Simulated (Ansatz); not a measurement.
# SiGeH+ (quintet): the correlation ladder, cc-pVDZ

Aim: climb from Hartree-Fock through coupled cluster and multireference methods for SiGeH+ (quintet) at one geometry and basis, and see what each rung misses.

Method: cc-pVDZ, core rule «outside noble gas», up to 19 orbitals frozen; program: Ansatz 0.2.0, Gaussian basis.

To be run: UHF; CCSD(T) on ROHF; CCSD(T) on UHF; BCCD(T) on ROHF; CISD; CCSDT(Q) on ROHF; CCSDT(Q) on UHF; CCSDTQ on ROHF; CCSDTQ on UHF; CASSCF and MRCISD+Q, 8 electrons in 9 orbitals; CASSCF and NEVPT4(SD), 8 electrons in 9 orbitals; CASSCF and NEVPT2, 8 electrons in 9 orbitals.

3 further runs of the same task are left out: 3 set aside as unsound or not needed.

## Step 1: The system

The geometry is a PBE0/def2-TZVP stationary point (not a proven minimum) of the parent state, kept for this charge and spin. No spin-orbit coupling is included. The filled d shell of Ge may be among the frozen orbitals whatever the setting's name suggests; the logs give the count.

3 atoms, charge 1, spin multiplicity 5.

Atoms are counted from 1 here; the program's logs count them from 0.

Bond lengths: Si1–Ge2 2.394 Å, Ge2–H3 1.592 Å. Angles: Si1–Ge2–H3 106.5°.

## Step 2: UHF

Input file in.yaml:

```yaml
crystal:
  periodic: [false, false, false]
  atoms:
    - {symbol: Si, position_ang: [0.000000, 0.040626, 1.737197]}
    - {symbol: Ge, position_ang: [0.000000, -0.036181, -0.655626]}
    - {symbol: H, position_ang: [0.000000, 1.475453, -1.156210]}
basis:
  gaussian: {orbitals: cc-pVDZ}
total_charge: 1
magnetization: {spin_polarized: true, initial_magnetization: 4}
hamiltonian: {xc: hf}
output: {orbitals: {seedname: orbitals}}
```

The run is started by

```bash
> ansatz run in.yaml --threads 1 --pin off --events-out ev --progress --plain --max-ram 4096MiB --backend cpu
```

Further steps of the session: CCSD(T) on ROHF; CCSD(T) on UHF; BCCD(T) on ROHF; CISD; CCSDT(Q) on ROHF; CCSDT(Q) on UHF; CCSDTQ on ROHF; CCSDTQ on UHF; CASSCF and MRCISD+Q, 8 electrons in 9 orbitals; CASSCF and NEVPT4(SD), 8 electrons in 9 orbitals; CASSCF and NEVPT2, 8 electrons in 9 orbitals.

**Question.** What will the summary of the whole plan be? Wanted: UCCSDTQ below the RHF energy; RMP2 from UCCSDTQ; UMP2 from UCCSDTQ; RCCSD from UCCSDTQ; RCCSD(T) from UCCSDTQ; UCCSD(T) from UCCSDTQ; RCCSDT(Q) from UCCSDTQ; UCCSDT(Q) from UCCSDTQ; NEVPT2 valence from UCCSDTQ.

**Answer**, as computed:

```
                         quantity                                                            value
     UCCSDTQ below the RHF energy                                                       -3.9149 eV
                RMP2 from UCCSDTQ                                                      +1058.8 meV
                UMP2 from UCCSDTQ                                                      +1059.2 meV
               RCCSD from UCCSDTQ                                                       +218.5 meV
            RCCSD(T) from UCCSDTQ                                                        +65.5 meV
            UCCSD(T) from UCCSDTQ                                                        +54.0 meV
           RCCSDT(Q) from UCCSDTQ                                                        +13.0 meV
           UCCSDT(Q) from UCCSDTQ                                                         +1.2 meV
      NEVPT2 valence from UCCSDTQ                                                       +646.5 meV
  NEVPT4(SD) valence from UCCSDTQ                                                        +92.8 meV
    MRCISD+Q valence from UCCSDTQ                                                        +30.7 meV
levels within 1 kcal/mol (43 meV)  RCCSDT, UCCSDT, RCCSDT(Q), UCCSDT(Q), RCCSDTQ, MRCISD+Q valence
                    T1 diagnostic                                                            0.042
   effectively unpaired electrons                                                             4.03
```

RCCSD(T) misses by +65.5 meV, 1.7 % of the correlation energy. The occupations are near whole numbers, but T1 = 0.042 shows that the orbitals relax strongly. Of the multireference levels listed MRCISD+Q valence comes nearest in total energy (+30.7 meV), which doesn't show that its space is the better one. These misses are within one basis, not against nature; the frozen cores of restricted and unrestricted runs differ, which can shift their rows.
